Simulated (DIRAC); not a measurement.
**FS-CCSD/dyall-cv2z (X2C-SO, active holes 6, kind ip, uncontracted yes, window high 3.07 Eh) run of AlI (iodoaluminum)**

Aim: ionisation energies of AlI (iodoaluminum). 

Program for the calculation: DIRAC 26.1 (patched).

2 further runs of the same task are left out: 1 that didn't finish, 1 set aside as unsound or not needed.

## Step 1: Starting point

AlI: 2 atoms, total charge 0, spin state singlet. As SMILES, `[Al][I]`. The bond length is the measured one.

Bond lengths: Al1–I2 2.537 Å.

## Step 2: Ionisation energies at FS-CCSD/dyall-cv2z (X2C-SO, active holes 6, kind ip, uncontracted yes, window high 3.07 Eh)

The input, AlI.mol:

```
DIRAC
AlI
dyall-cv2z
C   2              
       13.    1
Al        0.00000000      0.00000000      0.00000000
LARGE BASIS dyall.cv2z
       53.    1
I         0.00000000      0.00000000      4.79442793
LARGE BASIS dyall.cv2z
FINISH
```

The input, calc.inp:

```
**DIRAC
.TITLE
 AlI FS-CCSD
.WAVE FUNCTION
**HAMILTONIAN
.X2C
**INTEGRALS
*READIN
.UNCONTRACT
**WAVE FUNCTION
.SCF
.RELCCSD
*SCF
.CLOSED SHELL
 66
**MOLTRA
.ACTIVE
energy -1.552 3.07 0.001
**RELCC
.FOCKSP
*CCFSPC
.MAXIT
120
.DOIE
.NACTH
3 3
*END OF INPUT
```

On the command line:

```
pam --inp=calc.inp --mol=AlI.mol --noarch --mw=122 --aw=276
```

Output:

```text
*************************** Hamiltonian defined ***************************
[...]
 * Number of fermion irreps: 1
[...]
It.    1    -4356.871126596      0.00D+00  0.00D+00  0.00D+00               0.05992901s   Atom. scrpot
[...]
It.   16    -7356.380068161      8.55D-11 -1.81D-08  7.23D-08   DIIS   9    0.56300000s   LL
[...]
* Convergence after   16 iterations.
[...]
                                   TOTAL ENERGY
                                   ------------
   Charge of molecule : 0
   Electronic energy                        :    -7500.0885585296055
   Other contributions to the total energy
   Nuclear repulsion energy                 :      143.7084903683180
[...]
   Total energy                             :    -7356.3800681612875
[...]
  * Closed shell, f = 1.0000
   -1224.845750206  ( 2)       -192.854068448  ( 2)       -180.463731004  ( 2)       -169.449170774  ( 2)        -58.646613320  ( 2)
     -40.456334195  ( 2)        -35.285899880  ( 2)        -33.156850340  ( 2)        -24.145637094  ( 2)        -23.703067197  ( 2)
      -7.710284191  ( 2)         -5.822863222  ( 2)         -5.405248899  ( 2)         -4.953974813  ( 2)         -3.254093845  ( 2)
      -3.236550090  ( 2)         -2.299728737  ( 2)         -2.232545798  ( 2)         -0.875606257  ( 2)         -0.483925334  ( 2)
[...]
  * Closed shell, f = 1.0000
    -169.449090605  ( 2)        -33.156365117  ( 2)        -24.145068661  ( 2)        -23.702803723  ( 2)         -5.403320880  ( 2)
      -3.236488272  ( 2)         -2.296586674  ( 2)         -2.230813335  ( 2)         -0.357502189  ( 2)
  * Virtual eigenvalues, f = 0.0000
       0.028229012  ( 2)          0.326668199  ( 2)          0.392394016  ( 2)          0.395525613  ( 2)          0.604795749  ( 2)
[...]
  * Closed shell, f = 1.0000
     -23.702310296  ( 2)         -2.228299671  ( 2)
  * Virtual eigenvalues, f = 0.0000
       0.394766953  ( 2)          0.612352341  ( 2)          1.986206848  ( 2)          2.043521042  ( 2)          2.046277905  ( 2)
       2.937675784  ( 2)          6.031684979  ( 2)          6.037221469  ( 2)         10.176358644  ( 2)         10.220871134  ( 2)
[...]
* HOMO - LUMO gap:
    E(LUMO) :     0.02699942 au (symmetry E1 )
  - E(HOMO) :    -0.31492685 au (symmetry E1 )
  ------------------------------------------
    gap     :     0.34192626 au
[...]
* REACMO: Coefficients read from CHECKPOINT  - Total energy: -7356.38006816120196
[...]
 Total charge of the system :              0
[...]
 T1 diagnostic :                               0.021832022701001
[...]
 Level  eigenvalue (eV)  Eigenvalue (cm-1)    25| -25|  27| -27|  29| -29|  31| -31|
    1        0.000000000          0.000000     0|   0|   0|   0|   0|   0|   0|   0|
    2        0.733279704       5914.299673     0|   0|   0|   0|   0|   0|   0|   0|
    3        1.394673535      11248.800679     0|   0|   0|   0|   0|   0|   0|   0|
[...]
@ Total CCSD energy :                      -7356.549001217751538
@ Total CCSD+T  energy :                   -7356.549001217751538
@ Total CCSD(T) energy :                   -7356.549001217751538
@ Total CCSD-T  energy :                   -7356.549001217751538
[...]
```

Wall time 26 s (1 thread of Arm Neoverse V1, shared host); peak memory 0.13 GiB.

## Step 3: What came out

Level: FS-CCSD/dyall-cv2z (X2C-SO, active holes 6, kind ip, uncontracted yes, window high 3.07 Eh), 28 core orbitals frozen.

| quantity | value |
| --- | --- |
| total energy | -7356.54900 Eh |
| HOMO energy (Hartree–Fock orbitals) | -8.57 eV |
| LUMO energy (Hartree–Fock orbitals) | 0.73 eV |
| HOMO–LUMO gap (Hartree–Fock orbitals) | 9.30 eV |
| first ionisation energy | 8.65 eV |
